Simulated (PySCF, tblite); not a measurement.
# C4H9ClO2Si2: geometry, infrared bands and NMR shifts

Aim: predict the infrared bands and NMR shifts of C4H9ClO2Si2 (`C=C[Si@]1(Cl)OCC[SiH2]O1`).

Computed with tblite 0.8.0 and PySCF 2.14.0, with density-fitted response routines of our own, on a single molecule in the gas phase. Atoms count from 0, in the outputs and in this text.

### 1 The starting structure

18 atoms, charge 0, multiplicity 1; geometry from: force field or distance geometry start.

Bonds of the start (Å): C0–C1 1.35, C1–Si2 1.82, Si2–Cl3 2.10, Si2–O4 1.71, O4–C5 1.39, C5–C6 1.52, C6–Si7 1.89, Si7–O8 1.73, O8–Si2 1.72, C0–H9 1.10, C0–H10 1.06, C1–H11 1.10, C5–H12 1.12, C5–H13 1.11, C6–H14 1.09, C6–H15 1.12, Si7–H16 1.46, Si7–H17 1.46.

### 2 Relaxing the molecule with GFN2-xTB

Job settings and geometry (Å):

```
{"job": {"kind": "relax", "xc": "GFN2-xTB", "basis": "xTB"}, "charge": 0, "multiplicity": 1}
C      3.395600    -0.066100    -0.474100
C      2.482800    -0.304900     0.492000
Si     0.740200    -0.414600    -0.035700
Cl     0.538500    -1.977800    -1.427400
O      0.204200     1.041200    -0.757300
C     -1.058000     0.978200    -1.332800
C     -2.091400     0.944300    -0.213200
Si    -1.909600    -0.786000     0.523000
O     -0.336500    -0.795900     1.248200
H      2.935900     0.043800    -1.469700
H      4.433300     0.017500    -0.292400
H      2.793500    -0.440700     1.539500
H     -1.160300    -0.008200    -1.847600
H     -1.256000     1.799200    -2.048100
H     -3.099900     1.085700    -0.605100
H     -1.822000     1.707200     0.561200
H     -1.835100    -1.702600    -0.615600
H     -2.964000    -1.113900     1.478700
```

Run with:

```console
$ OMP_NUM_THREADS=1 python probes_run.py task.json out
```

This one command runs all jobs of the session in turn.

**Question.** This job is followed by: GFN2-xTB harmonic vibrations, gas phase; GIAO PBE0/pcSseg-1 NMR shielding, non-relativistic, gas phase. What will the session give for the following? strongest single infrared mode (GFN2-xTB); zero-point energy (GFN2-xTB); 13C shifts against TMS (PBE0/pcSseg-1); 1H shifts against TMS (PBE0/pcSseg-1); 29Si shifts against TMS (PBE0/pcSseg-1); 35Cl shifts against HCl (PBE0/pcSseg-1); 17O shifts against H2O (PBE0/pcSseg-1).

**Answer**, as computed:

```
                                 quantity                                                     value
strongest single infrared mode (GFN2-xTB)                                     1101 cm⁻¹, 334 km/mol
             zero-point energy (GFN2-xTB)                                             78.2 kcal/mol
   13C shifts against TMS (PBE0/pcSseg-1)                              145.7, 140.3, 64.6, 18.5 ppm
    1H shifts against TMS (PBE0/pcSseg-1)  6.43, 6.26, 6.15, 5.41, 5.29, 4.69, 4.57, 1.56, 0.49 ppm
  29Si shifts against TMS (PBE0/pcSseg-1)                                          -18.5, -40.3 ppm
  35Cl shifts against HCl (PBE0/pcSseg-1)                                                    35 ppm
   17O shifts against H2O (PBE0/pcSseg-1)                                            74.9, 71.2 ppm
```

The optimisation took 163 steps and gained 1.302 eV; among the close pairs (by a distance rule), Si7–O8 changed most, from 1.732 to 1.631 Å. All 48 modes are real, so the xTB geometry is a minimum. The strongest single mode, at 1101 cm⁻¹, is carried by C5, O4, C6. Unscaled tight-binding wavenumbers are off by several per cent, some by more. Its intensities can rank the bands wrongly. C0 (terminal =CH2 carbon) lies farthest downfield among carbon, at 145.7 ppm; as expected for a trigonal carbon in a double bond. At PBE0/pcSseg-1: The widest tensor belongs to C0: span 257 ppm, with a paramagnetic part of -210 ppm.
